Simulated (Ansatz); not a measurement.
# RuF+ (quintet): from Hartree-Fock to the top rungs, def2-TZVPP

One table from this session's results is given with a row withheld; the runs are named, their logs left out.

Computed with Ansatz 0.2.0, Gaussian basis. Level: def2-TZVPP, core rule «outside noble gas», up to 5 orbitals frozen.

Plan: UHF; ROHF; CCSD(T) on UHF.

**The system**

The geometry is a PBE0/def2-TZVP stationary point (not a proven minimum) of the parent state, kept for this charge and spin. No spin-orbit coupling is included. Elements past krypton take def2 core potentials.

2 atoms, charge 1, spin multiplicity 5.

Atoms are counted from 1 here; the program's logs count them from 0.

Bond lengths: Ru1–F2 1.896 Å.

The first run:

in.yaml

```yaml
crystal:
  periodic: [false, false, false]
  atoms:
    - {symbol: Ru, position_ang: [0.000000, 0.000000, 0.000000]}
    - {symbol: F, position_ang: [0.000000, 0.000000, 1.895800]}
basis:
  gaussian: {orbitals: def2-TZVPP}
total_charge: 1
magnetization: {spin_polarized: true, initial_magnetization: 4}
hamiltonian: {xc: hf}
output: {orbitals: {seedname: orbitals}}
```

The run is started by

```sh
$ ansatz run in.yaml --threads 1 --pin off --events-out ev --progress --plain --max-ram 4096MiB --backend cpu
```

Among the steps run: UHF; ROHF; CCSD(T) on UHF.

One table of the session follows, with a row left open; its other results are not shown here.

| method | from UCCSD(T) (meV) |
| --- | --- |
| ROHF | +11983.8 |
| UHF | ? |
| UMP2 | +544.9 |
| UCCSD | +446.8 |
| UCCSD(T) | 0 |

Estimate the missing values for UHF.

The run gave: from UCCSD(T) (meV): +11811.9. In the column «from UCCSD(T) (meV)» it lies between UMP2 (+544.9) and ROHF (+11983.8).
